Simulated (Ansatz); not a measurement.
# BeF (doublet): from Hartree-Fock to the top rungs at distance F1–Be2 = 1.917 Å, cc-pVTZ

The task here is to estimate one member of a computed series from the others.

Computed with Ansatz 0.2.0, Gaussian basis. Level: cc-pVTZ, core rule «outside noble gas», up to 2 orbitals frozen.

The runs, in order: UHF; CCSD(T) on ROHF; CCSD(T) on UHF; BCCD(T) on ROHF; CISD; CCSDT(Q) on ROHF; CCSDT(Q) on UHF; CASSCF and NEVPT2, 3 electrons in 3 orbitals.

21 further runs of the same task are left out: 10 for a known fault of the program, 9 that didn't finish, 2 set aside as unsound or not needed.

## What is computed

The geometry derives from a PBE0/def2-TZVP stationary point (not a proven minimum). One bond is set to the value named and the two fragments are kept rigid.

2 atoms, charge 0, spin multiplicity 2.

Atoms are counted from 1 here; the program's logs count them from 0.

No contacts short enough for the rule that draws bonds.

Set-up of the first run:

The input, in.yaml:

```yaml
crystal:
  periodic: [false, false, false]
  atoms:
    - {symbol: F, position_ang: [0.000000, 0.000000, 0.000000]}
    - {symbol: Be, position_ang: [0.000000, 0.000000, 1.917000]}
basis:
  gaussian: {orbitals: cc-pVTZ}
magnetization: {spin_polarized: true, initial_magnetization: 1}
hamiltonian: {xc: hf}
output: {orbitals: {seedname: orbitals}}
```

On the command line:

```
$ ansatz run in.yaml --threads 1 --pin off --events-out ev --progress --plain --max-ram 2393MiB
```

Among the steps run: UHF; CCSD(T) on ROHF; CCSD(T) on UHF; BCCD(T) on ROHF; CISD; CCSDT(Q) on ROHF; CCSDT(Q) on UHF; CASSCF and NEVPT2, 3 electrons in 3 orbitals.

One table of the session follows, with a row left open; its other results are not shown here.

```
     method  from UCCSDT(Q) (meV)
       ROHF               +8110.5
        UHF               +8103.7
       RMP2                +216.1
       UMP2                +213.2
       CISD                +625.6
      RCCSD                +297.3
      UCCSD                +296.7
   RCCSD(T)                     ?
   UCCSD(T)                 +23.4
    BCCD(T)                 +19.8
     RCCSDT                 +16.3
     UCCSDT                 +16.1
  RCCSDT(Q)                  +9.2
  UCCSDT(Q)                     0
CASSCF pair               +7465.5
NEVPT2 pair                +217.8
```

**Question.** Estimate the row for RCCSD(T).

As computed: from UCCSDT(Q) (meV): +23.7. In the column «from UCCSDT(Q) (meV)» it lies between UCCSD(T) (+23.4) and UMP2 (+213.2).

Caveats from the session: Restricted and unrestricted rows rest on different reference determinants; where their highest levels disagree by more than a few hundredths of an eV, they describe different states and don't form one ladder.
